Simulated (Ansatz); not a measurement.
**AlB2H6N: up Jacob's ladder to CCSD(T)**

An exercise on one series of results from a longer session: the logs are not shown, and one member is left open.

The runs use Ansatz 0.2.0, Gaussian basis; functionals in def2-TZVPP, the program's frozen cores in correlated methods.

The runs, in order: LDA (SPW92), PBE-D4, revPBE-D4, BLYP-D4, r2SCAN-D4, B97M-V, PBE0-D4, B3LYP-D4, r2SCANh-D4, r2SCAN0-D4, HSE06-D4, BHLYP-D4, CAM-B3LYP-D4, LC-ωPBE, ωB97X-V, ωB97M-V, B2PLYP, PBE-QIDH; CCSD(T)/def2-SVP; CCSD(T)/def2-TZVPP; MP2/def2-QZVPP; extrapolation to the limit; RPA on PBE.

**The geometry**

An earlier PBE0-D4 in a triple-zeta def2 set relaxation fixed the geometry.

10 atoms, charge 0, spin multiplicity 1.

Atoms are counted from 1 here; the program's logs count them from 0.

Bond lengths: B1–B2 1.461 Å, B1–Al3 2.230 Å, B1–H5 1.180 Å, B1–H6 1.340 Å, B2–Al3 2.307 Å, B2–H6 1.339 Å, B2–H7 1.180 Å, Al3–N4 1.767 Å, Al3–H8 1.582 Å, N4–H9 1.007 Å, N4–H10 1.008 Å. Angles: B2–B1–Al3 74.1°, B2–B1–H5 176.0°, B2–B1–H6 56.9°, Al3–B1–H5 109.1°, Al3–B1–H6 95.5°, H5–B1–H6 119.8°, B1–B2–Al3 68.4°, B1–B2–H6 57.0°, B1–B2–H7 173.1°, Al3–B2–H6 92.1°, Al3–B2–H7 108.9°, H6–B2–H7 117.6°, B1–Al3–B2 37.5°, B1–Al3–N4 133.7°, B1–Al3–H8 108.4°, B2–Al3–N4 107.1°, B2–Al3–H8 131.4°, N4–Al3–H8 117.3° and more.

As a file:

```
B    -1.0639    0.2694   -1.4218
B     0.3163   -0.1905   -1.5605
Al   -0.4406   -0.4166    0.6069
N     0.9077   -0.0066    1.6721
H    -2.1613    0.6999   -1.3631
H    -0.0301    1.1027   -1.5998
H     1.4666   -0.4494   -1.5926
H    -1.6107   -1.2868    1.2207
H     1.7197    0.5269    1.4072
H     0.9793   -0.2999    2.6336
```

Set-up of the first run:

File in.yaml:

```yaml
crystal:
  periodic: [false, false, false]
  atoms:
    - {symbol: B, position_ang: [-1.063882, 0.269381, -1.421753]}
    - {symbol: B, position_ang: [0.316257, -0.190491, -1.560456]}
    - {symbol: Al, position_ang: [-0.440582, -0.416594, 0.606882]}
    - {symbol: N, position_ang: [0.907720, -0.006587, 1.672088]}
    - {symbol: H, position_ang: [-2.161267, 0.699894, -1.363102]}
    - {symbol: H, position_ang: [-0.030081, 1.102676, -1.599825]}
    - {symbol: H, position_ang: [1.466622, -0.449412, -1.592558]}
    - {symbol: H, position_ang: [-1.610677, -1.286841, 1.220729]}
    - {symbol: H, position_ang: [1.719672, 0.526885, 1.407245]}
    - {symbol: H, position_ang: [0.979322, -0.299912, 2.633648]}
basis:
  gaussian: {orbitals: def2-TZVPP}
hamiltonian: {xc: lda}
output: {orbitals: {seedname: orbitals}}
```

Run with:

```bash
> ansatz run in.yaml --threads 2 --pin off --events-out ev --progress --plain --max-ram 4352MiB
```

Steps of the session up to this table: LDA; PBE-D4 (GGA); revPBE-D4 (GGA); BLYP-D4 (GGA); r2SCAN-D4 (meta-GGA); B97M-V (meta-GGA); PBE0-D4 (hybrid); B3LYP-D4 (hybrid); r2SCANh-D4 (hybrid); r2SCAN0-D4 (hybrid); HSE06-D4 (hybrid); BHLYP-D4 (hybrid); CAM-B3LYP-D4 (range-separated); LC-ωPBE (range-separated); ωB97X-V (range-separated); ωB97M-V (range-separated); B2PLYP (double hybrid); PBE-QIDH (double hybrid).

One of the session's tables, all rows but one given; the rest of the session is left out.

It belongs to the step «Orbital energies across the functionals». 

```
  functional  HOMO (eV)  gap (eV)
 LDA (SPW92)      -6.11      3.83
      PBE-D4      -5.97      3.91
   revPBE-D4      -5.92      3.94
     BLYP-D4      -5.78      3.89
   r2SCAN-D4      -6.17      4.32
      B97M-V      -6.24      4.34
     PBE0-D4      -7.02      5.76
    B3LYP-D4      -6.78      5.37
  r2SCANh-D4      -6.56      5.01
  r2SCAN0-D4      -7.14      6.02
    HSE06-D4      -6.62      4.99
    BHLYP-D4      -7.87      7.54
CAM-B3LYP-D4      -8.25      8.05
     LC-ωPBE      -9.61     10.44
     ωB97X-V      -9.26     10.02
     ωB97M-V          ?         ?
```

**Question.** Estimate the row for ωB97M-V.

As computed: HOMO (eV): -9.12; gap (eV): 9.68. In the column «HOMO (eV)» it lies between ωB97X-V (-9.26) and CAM-B3LYP-D4 (-8.25).
